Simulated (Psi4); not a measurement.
**InH2Cl (SMILES [H][In]([H])[Cl]): PBE0/def2-QZVPPD (density fitting, core potential, sweep point 7)**

What is the energy change on altering one bond length of InH2Cl at PBE0/def2-QZVPPD (density fitting, core potential, sweep point 7)? 

The calculation is run with Psi4 1.11.

**1. The system as given**

The species is InH2Cl (4 atoms), meant as a singlet with charge 0. SMILES: `[H][In]([H])[Cl]`. Geometry: a GFN2-xTB relaxation, a rough one for these elements and not checked as a minimum.

Bond lengths: In1–Cl4 2.278 Å, In1–H2 1.713 Å, In1–H3 1.713 Å. Angles: H2–In1–Cl4 120.3°, H3–In1–Cl4 120.3°, H2–In1–H3 119.4°.

**2. A single-point energy at PBE0/def2-QZVPPD (density fitting, core potential, sweep point 7)**

Input file calc.dat:

```
memory 1600 MB

molecule geom {
  0 1
  In     0.13267767     0.22270422    -0.00069920
  H      3.36940058     0.19158043     0.02148619
  H     -1.42689440     3.05848394    -0.03754886
  Cl    -2.07518385    -3.47278749     0.01676187
  units au
  symmetry c1
}

set {
  basis                def2-QZVPPD
  puream               true
  scf_type             df
  dft_radial_points    99
  dft_spherical_points 590
}

energy('pbe0')
print_variables()
```

Launch:

```
$ psi4 -i calc.dat -o calc.out -n 1
```

calc.out:

```text
[...]
    !!!  WARNING: ECP capability is in beta. Please check occupations closely.  !!!
[...]
  Running in c1 symmetry.
[...]
  Nuclear repulsion =  101.265289695521304
[...]
  Multiplicity = 1
[...]
  Nalpha       = 20
  Nbeta        = 20
[...]
    Number of basis functions: 233
[...]
   @DF-RKS iter   1:  -651.24611807075701   -7.96802e-01   2.97714e-03 DIIS/ADIIS
[...]
   @DF-RKS iter   8:  -651.43716978163275   -1.56529e-08   2.83197e-07 DIIS
[...]
    Orbital Energies [Eh]
    ---------------------
    Doubly Occupied:
       1A   -101.690194     2A     -9.512771     3A     -7.244561
       4A     -7.240991     5A     -7.239962     6A     -4.738282
       7A     -3.139632     8A     -3.129782     9A     -3.127430
      10A     -0.848760    11A     -0.808304    12A     -0.806149
      13A     -0.803704    14A     -0.802931    15A     -0.772938
      16A     -0.458384    17A     -0.352771    18A     -0.347092
      19A     -0.334998    20A     -0.300783
[...]
  @DF-RKS Final Energy:  -651.43716978163275
   => Energetics <=
    Nuclear Repulsion Energy =            101.2652896955213038
    One-Electron Energy =               -1173.6867253010432250
    Two-Electron Energy =                 455.5470020344938575
    DFT Exchange-Correlation Energy =     -34.5627362106046689
    Empirical Dispersion Energy =           0.0000000000000000
    VV10 Nonlocal Energy =                  0.0000000000000000
    Total Energy =                       -651.4371697816327469
[...]
 Multipole Moments:
 ------------------------------------------------------------------------------------
     Multipole            Electronic (a.u.)      Nuclear  (a.u.)        Total (a.u.)
 ------------------------------------------------------------------------------------
 L = 1.  Multiply by 2.5417464519 to convert [e a0] to [Debye]
 Dipole X            :         16.3497308          -15.9692307            0.3805001
 Dipole Y            :         27.3686806          -26.7309687            0.6377119
 Dipole Z            :         -0.1279609            0.1252654           -0.0026955
 Magnitude           :                                                    0.7426063
[...]
```

Wall time 35 s (1 thread of Intel Xeon Platinum 8488C (Sapphire Rapids), shared host); peak memory 0.98 GiB.

**3. The distorted shape**

Input file job.in:

```
memory 1.6 GB

molecule mol {
  0 1
  In    -0.51466124     0.22892898    -0.00513628
  H      3.36940058     0.19158043     0.02148619
  H     -2.07423331     3.06470870    -0.04198594
  Cl    -2.72252276    -3.46656274     0.01232479
  units bohr
  symmetry c1
}

set {
  reference rks
  puream true
  scf_type df
  dft_radial_points 99
  dft_spherical_points 590
}

E, wfn = energy('pbe0/def2-QZVPPD', return_wfn=True)
```

Launch:

```
$ psi4 -i job.in -o job.out -n 1
```

job.out:

```text
[...]
    !!!  WARNING: ECP capability is in beta. Please check occupations closely.  !!!
[...]
  Running in c1 symmetry.
[...]
  Nuclear repulsion =   99.969581445651016
[...]
  Multiplicity = 1
[...]
  Nalpha       = 20
  Nbeta        = 20
[...]
    Number of basis functions: 233
[...]
   @DF-RKS iter   1:  -651.22427052972739   -8.08922e-01   2.99454e-03 ADIIS/DIIS
[...]
   @DF-RKS iter   8:  -651.41986677264947   -2.06438e-08   2.89113e-07 DIIS
[...]
    Orbital Energies [Eh]
    ---------------------
    Doubly Occupied:
       1A   -101.696034     2A     -9.518526     3A     -7.250399
       4A     -7.246653     5A     -7.245726     6A     -4.745016
       7A     -3.146153     8A     -3.136445     9A     -3.134425
      10A     -0.854501    11A     -0.813862    12A     -0.812404
      13A     -0.809275    14A     -0.806118    15A     -0.778458
      16A     -0.452175    17A     -0.356267    18A     -0.341536
      19A     -0.339764    20A     -0.293385
[...]
  @DF-RKS Final Energy:  -651.41986677264947
   => Energetics <=
    Nuclear Repulsion Energy =             99.9695814456510163
    One-Electron Energy =               -1170.9326877438213614
    Two-Electron Energy =                 454.0681274806614738
    DFT Exchange-Correlation Energy =     -34.5248879551408052
    Empirical Dispersion Energy =           0.0000000000000000
    VV10 Nonlocal Energy =                  0.0000000000000000
    Total Energy =                       -651.4198667726495842
[...]
 Multipole Moments:
 ------------------------------------------------------------------------------------
     Multipole            Electronic (a.u.)      Nuclear  (a.u.)        Total (a.u.)
 ------------------------------------------------------------------------------------
 L = 1.  Multiply by 2.5417464519 to convert [e a0] to [Debye]
 Dipole X            :         15.5865031          -15.4937033            0.0927998
 Dipole Y            :         27.3776694          -26.7355414            0.6421280
 Dipole Z            :         -0.1332462            0.1285248           -0.0047214
 Magnitude           :                                                    0.6488162
[...]
```

Run time: 24 s. Hardware: 1 thread of Intel Xeon Platinum 8488C (Sapphire Rapids), shared host; peak memory 0.98 GiB.

**4. Summary of results**

At PBE0/def2-QZVPPD (density fitting, core potential, sweep point 7):

| quantity | value |
| --- | --- |
| first shape: total energy | -651.43717 Eh |
| first shape: dipole moment | 1.89 D |
| first shape: HOMO energy | -8.18 eV |
| first shape: LUMO energy | -1.93 eV |
| first shape: HOMO–LUMO gap | 6.26 eV |
| distorted shape: total energy | -651.41987 Eh |
| distorted shape: dipole moment | 1.65 D |
| distorted shape: HOMO energy | -7.98 eV |
| distorted shape: LUMO energy | -1.98 eV |
| distorted shape: HOMO–LUMO gap | 6.00 eV |
| energy change with the In1–H2 bond stretched from 1.713 to 2.056 Å | 0.471 eV |

What this shows: With the In1–H2 bond stretched from 1.713 to 2.056 Å the energy rises by 0.47 eV (45.4 kJ/mol). The first shape isn't relaxed at this level, so the change isn't measured from a minimum.
